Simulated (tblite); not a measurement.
# C6H12GeO: the cost of one run

Computed with tblite 0.8.0 and PySCF 2.14.0, with density-fitted response routines of our own, on a single molecule, in the gas phase or a continuum. Atoms are numbered from 0 throughout.

## Step 1: The starting structure

20 atoms, charge 0, multiplicity 1; geometry from: force field or distance geometry start.

Bonds of the start (Å): C0–O1 1.40, O1–C2 1.38, C2–C3 1.54, C3–C4 1.27, C4–C5 1.48, C5–Ge6 1.96, Ge6–C7 1.96, C7–C3 1.50, C0–H8 1.09, C0–H9 1.12, C0–H10 1.10, C2–H11 1.08, C2–H12 1.09, C4–H13 1.14, C5–H14 1.12, C5–H15 1.11, Ge6–H16 1.55, Ge6–H17 1.53, C7–H18 1.10, C7–H19 1.11.

## Step 2: Relaxing the molecule with GFN2-xTB

The job: settings as JSON, then the geometry in Å.

```
{"job": {"kind": "relax", "xc": "GFN2-xTB", "basis": "xTB"}, "charge": 0, "multiplicity": 1}
C      3.375300    -0.135500    -0.211400
O      2.033200    -0.248700     0.176800
C      1.194700     0.122600    -0.856900
C     -0.241600    -0.038000    -0.322200
C     -1.097000    -0.824100    -0.825900
C     -2.466600    -0.956500    -0.273200
Ge    -2.541100     0.748400     0.684400
C     -0.594500     0.762000     0.892400
H      3.551800     0.910600    -0.475500
H      4.002000    -0.471800     0.657100
H      3.559700    -0.755800    -1.102500
H      1.372500     1.153200    -1.139300
H      1.302400    -0.627800    -1.634600
H     -0.863700    -1.452800    -1.752800
H     -3.246100    -0.977600    -1.071500
H     -2.565900    -1.806600     0.441300
H     -3.286700     0.618000     2.033600
H     -3.035400     1.889100    -0.208400
H     -0.257200     0.320100     1.847100
H     -0.201200     1.781900     0.728700
```

Command:

```sh
$ OMP_NUM_THREADS=1 python probes_run.py task.json out
```

One launch serves the whole session: the jobs run in the order shown.

**Question.** How long does this first job take on 1 thread of Arm Neoverse N1, shared host, and how much memory does it need?

About 1.1 s, with a peak of 0.18 GiB.
